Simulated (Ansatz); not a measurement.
# CH5F3Si2: small, medium and large basis sets

An exercise on one series of results from a longer session: the logs are not shown, and one member is left open.

Computed with Ansatz 0.2.0, Gaussian basis. Level: one geometry, several basis sets.

The runs, in order: PBE0-D4/def2-SVP; ωB97M-V/def2-SVP; PBE0-D4/def2-QZVPP; ωB97M-V/def2-QZVPP; the functionals' def2-TZVPP values are taken from earlier runs.

### The relaxed structure

An earlier PBE0-D4 in a triple-zeta def2 set relaxation fixed the geometry.

SMILES `F[SiH2]C[SiH](F)F`, 11 atoms, charge 0, spin multiplicity 1.

Atoms are counted from 1 here; the program's logs count them from 0.

Bond lengths: F1–Si2 1.602 Å, Si2–C3 1.863 Å, Si2–H7 1.481 Å, Si2–H8 1.481 Å, C3–Si4 1.841 Å, C3–H9 1.097 Å, C3–H10 1.097 Å, Si4–F5 1.589 Å, Si4–F6 1.589 Å, Si4–H11 1.475 Å. Angles: F1–Si2–C3 108.2°, F1–Si2–H7 107.6°, F1–Si2–H8 107.6°, C3–Si2–H7 111.1°, C3–Si2–H8 111.1°, H7–Si2–H8 111.1°, Si2–C3–Si4 117.4°, Si2–C3–H9 108.2°, Si2–C3–H10 108.2°, Si4–C3–H9 107.7°, Si4–C3–H10 107.7°, H9–C3–H10 107.1°, C3–Si4–F5 109.5°, C3–Si4–F6 109.5°, C3–Si4–H11 114.7°, F5–Si4–F6 107.0°, F5–Si4–H11 107.9°, F6–Si4–H11 107.9°.

Geometry (Å):

| atom | x (Å) | y (Å) | z (Å) |
| --- | --- | --- | --- |
| F1 | -0.34994 | 2.04716 | -2.03197 |
| Si2 | 0.14793 | 1.45349 | -0.62951 |
| C3 | -0.36747 | -0.33415 | -0.54000 |
| Si4 | 0.08016 | -1.27063 | 0.98022 |
| F5 | 1.65742 | -1.24524 | 1.17542 |
| F6 | -0.55766 | -0.55899 | 2.25034 |
| H7 | 1.62219 | 1.58582 | -0.58485 |
| H8 | -0.49114 | 2.24691 | 0.44524 |
| H9 | -1.45731 | -0.38310 | -0.65381 |
| H10 | 0.06954 | -0.86042 | -1.39742 |
| H11 | -0.35372 | -2.68085 | 0.98633 |

Set-up of the first run:

File in.yaml:

```yaml
crystal:
  periodic: [false, false, false]
  atoms:
    - {symbol: F, position_ang: [-0.349939, 2.047160, -2.031970]}
    - {symbol: Si, position_ang: [0.147928, 1.453487, -0.629512]}
    - {symbol: C, position_ang: [-0.367466, -0.334147, -0.539998]}
    - {symbol: Si, position_ang: [0.080158, -1.270627, 0.980221]}
    - {symbol: F, position_ang: [1.657419, -1.245243, 1.175421]}
    - {symbol: F, position_ang: [-0.557656, -0.558994, 2.250338]}
    - {symbol: H, position_ang: [1.622194, 1.585816, -0.584848]}
    - {symbol: H, position_ang: [-0.491144, 2.246907, 0.445244]}
    - {symbol: H, position_ang: [-1.457307, -0.383099, -0.653812]}
    - {symbol: H, position_ang: [0.069536, -0.860416, -1.397419]}
    - {symbol: H, position_ang: [-0.353723, -2.680853, 0.986335]}
basis:
  gaussian: {orbitals: def2-SVP}
hamiltonian: {xc: pbe0, dispersion: d4}
output: {orbitals: {seedname: orbitals}}
```

Among the steps run: PBE0-D4 in def2-SVP; ωB97M-V in def2-SVP; PBE0-D4 in def2-QZVPP; ωB97M-V in def2-QZVPP.

One table of the session follows, with a row left open; its other results are not shown here.

It belongs to the step «Density functionals: the series». 

| functional | basis | HOMO (eV) | LUMO (eV) |
| --- | --- | --- | --- |
| PBE0-D4 | def2-SVP | -9.26 | 0.46 |
| PBE0-D4 | def2-TZVPP | -9.31 | -0.01 |
| PBE0-D4 | def2-QZVPP | -9.33 | -0.16 |
| ωB97M-V | def2-SVP | -11.44 | 2.38 |
| ωB97M-V | def2-TZVPP | ? | ? |
| ωB97M-V | def2-QZVPP | -11.54 | 1.35 |

**Question.** Estimate the row for ωB97M-V, def2-TZVPP.

The run gave: HOMO (eV): -11.52; LUMO (eV): 1.74. In the column «HOMO (eV)» it lies between ωB97M-V, def2-QZVPP (-11.54) and ωB97M-V, def2-SVP (-11.44).
